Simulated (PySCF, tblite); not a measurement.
# C4H12O2Si3: geometry, infrared bands and NMR shifts

Wanted: the infrared bands and NMR shifts of C4H12O2Si3 (`O=C1OCC[SiH2]C1([SiH3])[SiH3]`), by calculation.

Computed with tblite 0.8.0 and PySCF 2.14.0, with density-fitted response routines of our own, on a single molecule in the gas phase. Atoms count from 0, in the outputs and in this text.

### 1 The starting structure

21 atoms, charge 0, multiplicity 1; geometry from: force field or distance geometry start.

Bonds of the start (Å): O0–C1 1.28, C1–O2 1.38, O2–C3 1.42, C3–C4 1.51, C4–Si5 1.88, Si5–C6 1.88, C6–Si7 1.86, C6–Si8 1.88, C6–C1 1.47, C3–H9 1.10, C3–H10 1.11, C4–H11 1.12, C4–H12 1.09, Si5–H13 1.47, Si5–H14 1.46, Si7–H15 1.49, Si7–H16 1.47, Si7–H17 1.47, Si8–H18 1.46, Si8–H19 1.48, Si8–H20 1.50.

### 2 Relaxing the molecule with GFN2-xTB

The job: settings as JSON, then the geometry in Å.

```
{"job": {"kind": "relax", "xc": "GFN2-xTB", "basis": "xTB"}, "charge": 0, "multiplicity": 1}
O      1.050300     0.196300     2.369900
C      0.369100    -0.237300     1.370500
O     -0.672500    -1.107200     1.641900
C     -1.836900    -1.161100     0.838900
C     -2.231000     0.163600     0.219400
Si    -0.873300     0.421500    -1.052500
C      0.670000     0.122000    -0.021800
Si     1.826400    -1.100700    -0.812700
Si     1.605700     1.756200    -0.002800
H     -1.702000    -1.901000     0.030100
H     -2.662800    -1.530800     1.482700
H     -2.198200     0.968400     1.003100
H     -3.203400     0.107200    -0.275400
H     -1.049500    -0.634600    -2.064800
H     -0.907000     1.746600    -1.654600
H      1.423200    -2.437500    -0.282400
H      1.758100    -1.060000    -2.280600
H      3.230800    -0.915500    -0.432700
H      1.825900     2.145900    -1.393400
H      2.872300     1.668000     0.754500
H      0.695800     2.807000     0.562100
```

The run is started by

```
> OMP_NUM_THREADS=1 python probes_run.py task.json out
```

This one command runs all jobs of the session in turn.

**Question.** This job is followed by: GFN2-xTB harmonic vibrations, gas phase; GIAO PBE0/pcSseg-1 NMR shielding, non-relativistic, gas phase. Predict these results of the whole session: strongest single infrared mode (GFN2-xTB); zero-point energy (GFN2-xTB); ¹³C shifts against TMS (PBE0/pcSseg-1); ¹H shifts against TMS (PBE0/pcSseg-1, means over atoms taken as alike); ¹⁷O shifts against H2O (PBE0/pcSseg-1); ²⁹Si shifts against TMS (PBE0/pcSseg-1, means over atoms taken as alike).

As calculated:

| quantity | value |
| --- | --- |
| strongest single infrared mode (GFN2-xTB) | 812 cm⁻¹, 505 km/mol |
| zero-point energy (GFN2-xTB) | 88.5 kcal/mol |
| ¹³C shifts against TMS (PBE0/pcSseg-1) | 185.9, 67.0, 10.8, 7.6 ppm |
| ¹H shifts against TMS (PBE0/pcSseg-1, means over atoms taken as alike) | 4.61, 4.41, 4.25, 1.14 ppm |
| ¹⁷O shifts against H2O (PBE0/pcSseg-1) | 472.6, 221.2 ppm |
| ²⁹Si shifts against TMS (PBE0/pcSseg-1, means over atoms taken as alike) | -46.2, -70.6 ppm |

**Reading.** Relaxing lowered the energy by 0.746 eV in 128 steps; the close pair that moved most is O0–C1, from 1.285 to 1.221 Å. No mode is imaginary among the 57: a minimum at this level. The strongest single mode, at 812 cm⁻¹, is spread over many atoms; the largest shares are those of H15, H16. GFN2-xTB is a fitted tight-binding method: band positions and strengths are rough. Its intensities can rank the bands wrongly. The most deshielded hydrogen is H9, H10 (mean) (hydrogen on an sp3 CH2 bonded to O), at 4.61 ppm: its carbon carries O, hence the downfield position. At PBE0/pcSseg-1: Shielding is most anisotropic at O0 (span 649 ppm, paramagnetic term -540 ppm).
